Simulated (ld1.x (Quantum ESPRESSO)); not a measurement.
# A TM potential for copper, from input to tests

Aim: build the potential from the settings below, then test how well it stands in for the atom: other configurations, scattering, ghost states and the plane-wave cutoff that it needs.

Program: ld1.x (Quantum ESPRESSO) 7.5. Reference atom: PBE, scalar-relativistic, spherical and spin-unpolarised. All values are calculated.

## (1) Starting point

The settings as typed:

| Quantity | Value |
| --- | --- |
| element | copper (Cu, Z = 29) |
| type | norm-conserving Troullier–Martins (Kleinman–Bylander form) |
| frozen core | [Ar] |
| valence charge | 11 |
| reference configuration | 3d10 4s1 4p0 |
| partial waves | 4s (bound): rc 1.95 bohr; 3d (bound): rc 1.40 bohr; 4p (bound, empty): rc 3.20 bohr |
| local potential | the p channel |
| core correction | a·sin(br)/r model core inside 1.35 bohr |

An earlier all-electron run gives the scale for the radii.

All-electron outer shells of the reference configuration (PBE, scalar-relativistic, ld1.x):

```json
{"shell": "3s", "level (eV)": "-114.70", "outermost node (bohr)": "0.29", "outermost maximum (bohr)": "0.61"}
{"shell": "3p", "level (eV)": "-72.14", "outermost node (bohr)": "0.26", "outermost maximum (bohr)": "0.62"}
{"shell": "3d", "level (eV)": "-5.04", "outermost node (bohr)": "–", "outermost maximum (bohr)": "0.60"}
{"shell": "4s", "level (eV)": "-4.61", "outermost node (bohr)": "0.89", "outermost maximum (bohr)": "2.27"}
{"shell": "4p", "level (eV)": "-0.70", "outermost node (bohr)": "0.97", "outermost maximum (bohr)": "3.65"}
```

## (2) Generating the potential

Input file Cu.in:

```
 &input
   title='Cu', zed=29., rel=1, dft='PBE', iswitch=3,
   config='[Ar] 3d10 4s1 4p0',
   nld=3, rlderiv=3.50, eminld=-2.0, emaxld=5.0, deld=0.02
 /
 &inputp
   pseudotype=2, tm=.true., lloc=1,
   nlcc=.true., rcore=1.35,
   file_pseudopw='Cu.UPF', file_wfcaegen='ae.wfc', file_wfcncgen='nc.wfc', file_beta='beta', file_chi='chi'
 /
3
4S  1  0   1.00   0.00  1.95  1.95  0.0
3D  3  2  10.00   0.00  1.40  1.40  0.0
4P  2  1   0.00   0.00  3.20  3.20  0.0
 &test
   configts(1)='3d10 4s1 4p0'
 /
```

Started as:

```
ld1.x < Cu.in > Cu.out
```

What the program wrote to Cu.out (without the banner and most projector matrices):

```text
     Program LD1 v.7.5
     --------------------------- All-electron run ----------------------------

     Cu
     scalar relativistic calculation

     atomic number is 29.00
     dft =PBE   lsd =0 sic =0 latt =0  beta=0.20 tr2=1.0E-14
     Exchange-correlation= PBE
                           (   1   4   3   4   0   0   0)
     mesh =1199 r(mesh) = 100.25372 a.u. xmin = -7.00 dx = 0.01250
     1 Ry =  13.60569312 eV, c = 137.03599908

     n l     nl                  e(Ry)          e(Ha)          e(eV)
     1 0     1S 1( 2.00)      -650.5489      -325.2745     -8851.1694
     2 0     2S 1( 2.00)       -78.0904       -39.0452     -1062.4738
     2 1     2P 1( 6.00)       -67.3965       -33.6983      -916.9763
     3 0     3S 1( 2.00)        -8.4305        -4.2153      -114.7030
     3 1     3P 1( 6.00)        -5.3024        -2.6512       -72.1430
     3 2     3D 1(10.00)        -0.3703        -0.1851        -5.0378
     4 0     4S 1( 1.00)        -0.3388        -0.1694        -4.6093
     4 1     4P 1( 0.00)        -0.0512        -0.0256        -0.6967

     final scf error:  5.3E-15 reached in  32 iterations

     Etot =   -3309.701531 Ry,   -1654.850765 Ha,  -45030.783357 eV

     Ekin =    3358.932341 Ry,    1679.466170 Ha,   45700.602648 eV
     Encl =   -7969.314771 Ry,   -3984.657386 Ha, -108428.051175 eV
     Eh   =    1435.751702 Ry,     717.875851 Ha,   19534.397054 eV
     Exc  =    -135.070802 Ry,     -67.535401 Ha,   -1837.731883 eV

     normalization and overlap integrals

     s(1S/1S) =  1.000000  <r> =   0.0521  <r2> =    0.0037  r(max) =   0.0341
     s(2S/2S) =  1.000000  <r> =   0.2352  <r2> =    0.0653  r(max) =   0.1960
     s(2P/2P) =  1.000000  <r> =   0.2064  <r2> =    0.0523  r(max) =   0.1585
     s(3S/3S) =  1.000000  <r> =   0.7119  <r2> =    0.5863  r(max) =   0.6112
     s(3P/3P) =  1.000000  <r> =   0.7494  <r2> =    0.6650  r(max) =   0.6189
     s(3D/3D) =  1.000000  <r> =   1.0474  <r2> =    1.5756  r(max) =   0.6036
     s(4S/4S) =  1.000000  <r> =   2.9362  <r2> =   10.2155  r(max) =   2.2710
     s(4P/4P) =  1.000000  <r> =   5.1791  <r2> =   33.4210  r(max) =   3.6517

     ------------------------ End of All-electron run ------------------------

     --------------------- Generating NC pseudopotential ---------------------

      Generating local pot.: lloc=1, matching radius rcloc =   3.2000

      Computing core charge for nlcc:

       r > 1.36 : true rho core
       r < 1.36 : rho core = a sin(br)/r    a=   2.51  b=   2.01

      Integrated core pseudo-charge :   2.11

      Wfc   4S  rcut= 1.930  Using Troullier-Martins method

      Wfc   3D  rcut= 1.395  Using Troullier-Martins method

     ------------------- End of pseudopotential generation -------------------

     [... the all-electron block is printed once more ...]


     Computing logarithmic derivative in   3.49549
     Computing logarithmic derivative in   3.49549
     Computing the partial wave expansion
     R is outside the sphere for l=    0 j= 0.00
       no projector for channel:   1
     R is outside the sphere for l=    2 j= 0.00

     ---------------------- Testing the pseudopotential ----------------------

     Cu
     scalar relativistic calculation

     atomic number is 29.00   valence charge is 11.00
     dft =PBE   lsd =0 sic =0 latt =0  beta=0.20 tr2=1.0E-14
     mesh =1199 r(mesh) = 100.25372 xmin = -7.00 dx = 0.01250

     n l     nl             e AE (Ry)        e PS (Ry)    De AE-PS (Ry)
     3 2     3D   1(10.00)       -0.37027       -0.37027        0.00000
     1 0     4S   1( 1.00)       -0.33878       -0.33878        0.00000
     2 1     4P   1( 0.00)       -0.05121       -0.05121        0.00000

     eps = 4.4E-15  iter =  9

     Etot =   -3309.701531 Ry,   -1654.850765 Ha,  -45030.783357 eV
     Etotps =   -98.822604 Ry,     -49.411302 Ha,   -1344.550018 eV

     Ekin =     138.597520 Ry,      69.298760 Ha,    1885.715327 eV
     Encl =    -180.792146 Ry,     -90.396073 Ha,   -2459.802458 eV
     Ehrt =      96.398600 Ry,      48.199300 Ha,    1311.569766 eV
     Ecxc =     -19.604277 Ry,      -9.802138 Ha,    -266.729775 eV
     (Ecc =      -2.008472 Ry,      -1.004236 Ha,     -27.326655 eV)
     Epseu=    -133.422301 Ry,     -66.711150 Ha,   -1815.302878 eV

     ---------------------- End of pseudopotential test ----------------------
```

Wall time 1.2 s (1 thread of Neoverse-V2, shared host). This counts the later configuration tests of the new file too.

All-electron and pseudo partial waves u(r) = r·R(r), from the program's wave files:

```
r (bohr)    4s AE   4s PS    4p AE   4p PS
   0.160   0.1523  0.0197   0.0663  0.0028
   0.320  -0.0695  0.0418  -0.0513  0.0112
   0.480  -0.2426  0.0692  -0.1235  0.0250
   0.640  -0.2173  0.1050  -0.1180  0.0438
   0.800  -0.0865  0.1521  -0.0696  0.0672
   0.960   0.0715  0.2127  -0.0061  0.0945
   1.120   0.2192  0.2860   0.0589  0.1252
   1.280   0.3428  0.3665   0.1194  0.1582
   1.440   0.4397  0.4452   0.1735  0.1926
   1.600   0.5119  0.5125   0.2208  0.2274
   1.760   0.5626  0.5626   0.2617  0.2614
   1.920   0.5954  0.5954   0.2967  0.2936
   2.080   0.6138  0.6138   0.3264  0.3229
   2.240   0.6205  0.6205   0.3514  0.3487
   2.400   0.6180  0.6180   0.3722  0.3706
   2.560   0.6084  0.6084   0.3893  0.3886
   2.720   0.5933  0.5933   0.4031  0.4028
   2.880   0.5741  0.5741   0.4139  0.4138
   3.040   0.5519  0.5519   0.4221  0.4221
   3.200   0.5277  0.5277   0.4280  0.4280
   3.360   0.5023  0.5023   0.4318  0.4318
   3.520   0.4762  0.4762   0.4339  0.4339
   3.680   0.4499  0.4499   0.4344  0.4344
   3.840   0.4238  0.4238   0.4336  0.4336
   4.000   0.3982  0.3982   0.4316  0.4316
   4.160   0.3733  0.3733   0.4286  0.4286
```

## (3) Configuration tests

Input file Cu.test.in:

```
 &input
   title='Cu', zed=29., rel=1, dft='PBE', iswitch=2,
   config='[Ar] 3d10 4s1 4p0'
 /
 &test
   file_pseudo='Cu.UPF', nconf=8,
   configts(1)='3d10 4s1 4p0',
   configts(2)='3d10 4s0 4p0',
   configts(3)='3d9 4s0 4p0',
   configts(4)='3d8 4s0 4p0',
   configts(5)='3d7 4s0 4p0',
   configts(6)='3d10 4s0 4p1',
   configts(7)='3d9 4s1 4p0',
   configts(8)='3d9 4s2 4p0'
 /
```

Started as:

```
ld1.x < Cu.test.in > Cu.test.out
```

Cu.test.out, the pseudopotential blocks, each with the warnings that came before it:

```text
     BEWARE! Errors in PS-KS equations
     ---------------------- Testing the pseudopotential ----------------------

     Cu
     scalar relativistic calculation

     atomic number is 29.00   valence charge is 11.00
     dft =PBE   lsd =0 sic =0 latt =0  beta=0.20 tr2=1.0E-14
     mesh =1199 r(mesh) = 100.25372 xmin = -7.00 dx = 0.01250

     n l     nl             e AE (Ry)        e PS (Ry)    De AE-PS (Ry)
     3 2     3D   1(10.00)       -0.37027       -0.37027        0.00000
     1 0     4S   1( 1.00)       -0.33878       -0.33878        0.00000
     2 1     4P   1( 0.00)       -0.05121       -0.05121        0.00000

     eps = 9.7E-15  iter =  7

     Etot =   -3309.701531 Ry,   -1654.850765 Ha,  -45030.783357 eV
     Etotps =   -98.822605 Ry,     -49.411302 Ha,   -1344.550034 eV

     Ekin =     138.597518 Ry,      69.298759 Ha,    1885.715304 eV
     Encl =    -180.792146 Ry,     -90.396073 Ha,   -2459.802460 eV
     Ehrt =      96.398600 Ry,      48.199300 Ha,    1311.569767 eV
     Ecxc =     -19.604277 Ry,      -9.802138 Ha,    -266.729775 eV
     (Ecc =      -2.008472 Ry,      -1.004236 Ha,     -27.326655 eV)
     Epseu=    -133.422300 Ry,     -66.711150 Ha,   -1815.302869 eV

     ---------------------- End of pseudopotential test ----------------------

     ---------------------- Testing the pseudopotential ----------------------

     Cu
     [...]
     n l     nl             e AE (Ry)        e PS (Ry)    De AE-PS (Ry)
     3 2     3D   1(10.00)       -1.00387       -0.99993       -0.00394
     1 0     4S   1( 0.00)       -0.87409       -0.87629        0.00220
     2 1     4P   1( 0.00)       -0.48142       -0.48364        0.00222

     eps = 8.1E-15  iter = 15

     Etot =   -3309.102669 Ry,   -1654.551334 Ha,  -45022.635421 eV
     Etotps =   -98.222659 Ry,     -49.111329 Ha,   -1336.387356 eV
     dEtot_ae =       0.598862 Ry
     dEtot_ps =       0.599946 Ry,   Delta E=      -0.001084 Ry

     [...]
     ---------------------- End of pseudopotential test ----------------------

     Warning: n=3, l=2 expected 0 nodes, found 1
     ---------------------- Testing the pseudopotential ----------------------

     Cu
     [...]
     n l     nl             e AE (Ry)        e PS (Ry)    De AE-PS (Ry)
     3 2     3D   1( 9.00)       -2.17762       -2.22862        0.05100  !
     1 0     4S   1( 0.00)       -1.64243       -1.64064       -0.00179
     2 1     4P   1( 0.00)       -1.12816       -1.13573        0.00758  !

     eps = 5.7E-15  iter = 12

     Etot =   -3307.534761 Ry,   -1653.767381 Ha,  -45001.302955 eV
     Etotps =   -96.634987 Ry,     -48.317494 Ha,   -1314.785984 eV
     dEtot_ae =       2.166770 Ry
     dEtot_ps =       2.187617 Ry,   Delta E=      -0.020848 Ry

     [...]
     ---------------------- End of pseudopotential test ----------------------

     ---------------------- Testing the pseudopotential ----------------------

     Cu
     [...]
     n l     nl             e AE (Ry)        e PS (Ry)    De AE-PS (Ry)
     3 2     3D   1( 8.00)       -3.59499       -3.73160        0.13662  !
     1 0     4S   1( 0.00)       -2.53770       -2.52359       -0.01411  !
     2 1     4P   1( 0.00)       -1.91536       -1.94778        0.03241  !

     eps = 1.0E-14  iter =  9

     Etot =   -3304.666857 Ry,   -1652.333428 Ha,  -44962.283127 eV
     Etotps =   -93.674216 Ry,     -46.837108 Ha,   -1274.502635 eV
     dEtot_ae =       5.034674 Ry
     dEtot_ps =       5.148389 Ry,   Delta E=      -0.113715 Ry

     [...]
     ---------------------- End of pseudopotential test ----------------------

     BEWARE! Errors in PS-KS equations
     ---------------------- Testing the pseudopotential ----------------------

     Cu
     [...]
     n l     nl             e AE (Ry)        e PS (Ry)    De AE-PS (Ry)
     3 2     3D   1( 7.00)       -5.21378       -5.43402        0.22024  !
     1 0     4S   1( 0.00)       -3.53893       -3.48988       -0.04904  !
     2 1     4P   1( 0.00)       -2.81949       -2.90548        0.08599  !

     eps = 2.6E-15  iter =  9

     Etot =   -3300.278327 Ry,   -1650.139164 Ha,  -44902.574139 eV
     Etotps =   -89.105515 Ry,     -44.552757 Ha,   -1212.342291 eV
     dEtot_ae =       9.423204 Ry
     dEtot_ps =       9.717090 Ry,   Delta E=      -0.293886 Ry

     [...]
     ---------------------- End of pseudopotential test ----------------------

     ---------------------- Testing the pseudopotential ----------------------

     Cu
     [...]
     n l     nl             e AE (Ry)        e PS (Ry)    De AE-PS (Ry)
     3 2     3D   1(10.00)       -0.52571       -0.52313       -0.00258
     1 0     4S   1( 0.00)       -0.44612       -0.44646        0.00034
     2 1     4P   1( 1.00)       -0.12603       -0.12615        0.00012

     eps = 1.5E-15  iter = 10

     Etot =   -3309.397502 Ry,   -1654.698751 Ha,  -45026.646835 eV
     Etotps =   -98.518349 Ry,     -49.259175 Ha,   -1340.410428 eV
     dEtot_ae =       0.304029 Ry
     dEtot_ps =       0.304255 Ry,   Delta E=      -0.000227 Ry

     [...]
     ---------------------- End of pseudopotential test ----------------------

     BEWARE! Errors in PS-KS equations
     ---------------------- Testing the pseudopotential ----------------------

     Cu
     [...]
     n l     nl             e AE (Ry)        e PS (Ry)    De AE-PS (Ry)
     3 2     3D   1( 9.00)       -1.38593       -1.43860        0.05267  !
     1 0     4S   1( 1.00)       -0.99920       -0.99820       -0.00099
     2 1     4P   1( 0.00)       -0.56486       -0.56635        0.00148

     eps = 7.4E-15  iter =  9

     Etot =   -3308.850568 Ry,   -1654.425284 Ha,  -45019.205425 eV
     Etotps =   -97.949936 Ry,     -48.974968 Ha,   -1332.676765 eV
     dEtot_ae =       0.850962 Ry
     dEtot_ps =       0.872669 Ry,   Delta E=      -0.021707 Ry

     [...]
     ---------------------- End of pseudopotential test ----------------------

     BEWARE! Errors in PS-KS equations
     ---------------------- Testing the pseudopotential ----------------------

     Cu
     [...]
     n l     nl             e AE (Ry)        e PS (Ry)    De AE-PS (Ry)
     3 2     3D   1( 9.00)       -0.69958       -0.75084        0.05126  !
     1 0     4S   1( 2.00)       -0.42717       -0.42549       -0.00168
     2 1     4P   1( 0.00)       -0.08609       -0.08537       -0.00072

     eps = 4.8E-15  iter = 17

     Etot =   -3309.556741 Ry,   -1654.778371 Ha,  -45028.813395 eV
     Etotps =   -98.654797 Ry,     -49.327398 Ha,   -1342.266893 eV
     dEtot_ae =       0.144790 Ry
     dEtot_ps =       0.167808 Ry,   Delta E=      -0.023018 Ry

     [...]
     ---------------------- End of pseudopotential test ----------------------
```

3 tests gave no usable energy difference (3d7 4s0 4p0; 3d9 4s1 4p0; 3d9 4s2 4p0).

Excitation and ionisation energies from 3d10 4s1 4p0, with the error of the potential. A star marks tests that logged a warning.

```csv
valence configuration,charge,ΔE all-electron (eV),error AE − PS (meV)
3d10 4s0 4p0,+1,8.148,-15
3d9 4s0 4p0 *,+2,29.480,-284
3d8 4s0 4p0,+3,68.500,-1547
3d10 4s0 4p1,0,4.137,-3.1
```

## (4) Does it scatter like the atom?

Taken from the files of the generation run. The phase is arctan(r·u′/u) with u = r·R, unwrapped, with energies in Ry. A pole is an energy at which the radial function vanishes at the test radius. The pseudo phase is shifted by a multiple of π to meet the all-electron one at the reference energy. Levels narrower than the energy grid can be missing from the poles. The last column is the largest difference on the grid between −1 and +1 Ry.

```tsv
channel	radius (bohr)	reference (Ry)	poles AE	poles PS	window around the reference with phases within 0.05 rad (Ry)	largest difference near zero (rad)
s	3.50	-0.34	0.13, 3.92	0.14, 4.50	below 1.3	0.013
p	3.50	-0.05	0.83, 4.73	0.82, 4.16	below 1.7	0.007
d	3.50	-0.37	-0.34, 2.13	-0.34, 2.48	below 0.4	0.285
```

Phases (rad) along the scan:

```
E (Ry)    d AE    d PS    p AE    p PS
 -2.00   1.379   1.379   1.357   1.357
 -1.52   1.354   1.354   1.321   1.321
 -1.04   1.314   1.315   1.257   1.256
 -0.56   1.211   1.213   1.101   1.101
 -0.08  -1.912  -1.906   0.228   0.228
  0.40  -2.206  -2.168  -1.330  -1.333
  0.88  -3.512  -3.227  -1.586  -1.592
  1.36  -4.435  -4.329  -1.715  -1.733
  1.84  -4.645  -4.582  -1.883  -1.956
  2.32  -4.749  -4.688  -2.463  -3.154
  2.80  -4.840  -4.757  -4.114  -4.376
  3.28  -4.986  -4.822  -4.490  -4.581
  3.76  -5.557  -4.910  -4.607  -4.665
  4.24  -7.322  -5.101  -4.668  -4.721
  4.72  -7.655  -6.026  -4.711  -4.770
```

## (5) Plane-wave convergence, by spherical Bessel functions

This step uses the generator's waves and projectors in a separate script. Basis: spherical Bessel functions vanishing at 20 bohr, q² up to the cutoff; potential fixed at the reference.

All-electron valence levels (Ry): 4s -0.3388, 3d -0.3703, 4p -0.0512. The lowest levels of each channel (Ry) by cutoff; the last column sums, over occupied levels, occupation times the distance from the level at 400 Ry. A positive value at high cutoff is not a bound level.

```
cutoff (Ry)      s #1     s #2     d #1     p #1    f #1  Σ f·Δε (mRy)
          8  -10.1718  -0.3321   0.0633  -0.0510  0.1122        4342.4
         18  -12.2911  -0.3371   0.0633  -0.0511  0.1122        4337.3
         35  -13.5483  -0.3387   0.0632  -0.0511  0.1122        4335.0
         55  -13.6045  -0.3388   0.0626  -0.0511  0.1122        4328.9
         80  -13.6143  -0.3388  -0.1753  -0.0511  0.1122        1949.9
        120  -13.6166  -0.3388  -0.3661  -0.0511  0.1122          41.9
        140  -13.6167  -0.3388  -0.3698  -0.0511  0.1122           5.3
        200  -13.6167  -0.3388  -0.3700  -0.0511  0.1122           2.5
        260  -13.6167  -0.3388  -0.3702  -0.0511  0.1122           0.4
        350  -13.6167  -0.3388  -0.3703  -0.0511  0.1122           0.0
        400  -13.6167  -0.3388  -0.3703  -0.0511  0.1122           0.0
```

The sum stays within 10 mRy from 140 Ry and within 1 mRy from 260 Ry. The sum leaves out empty levels, which can need more. Ghost test: ghost state, bound below the all-electron valence or empty levels of the same l: s at -185.3 eV.

## (6) Summary of results

| quantity | value |
| --- | --- |
| cutoffs for 10 and 1 mRy, occupied levels | 140 Ry and 260 Ry |
| bound ghosts | s at -185.27 eV |
| largest test error (AE − PS) | -1547 meV, for 3d8 4s0 4p0 (3 tests unsolved) |
| largest phase difference near zero energy, channels read | 0.285 rad |

What this shows: It has a bound ghost (s), a state that the atom doesn't have, and that rules the file out. The worst unpolarised test, 3d8 4s0 4p0, is off by 1547 meV on 68.5 eV; by total energies transferability rates as poor. That test lies far up in energy; among those under 40 eV, nearer to bonding, the largest error is 284 meV. Of the tests 3 gave no usable energy difference, which is a warning in itself. The potential is very hard: the looser tolerance needs 140 Ry. The slowest occupied level is 3d: taken alone it needs 140 Ry to come within 1 mRy, against 25 Ry for 4s. Of the channels read, d scatters worst near zero energy, by up to 0.29 rad. All of this concerns the isolated atom, not yet a solid.
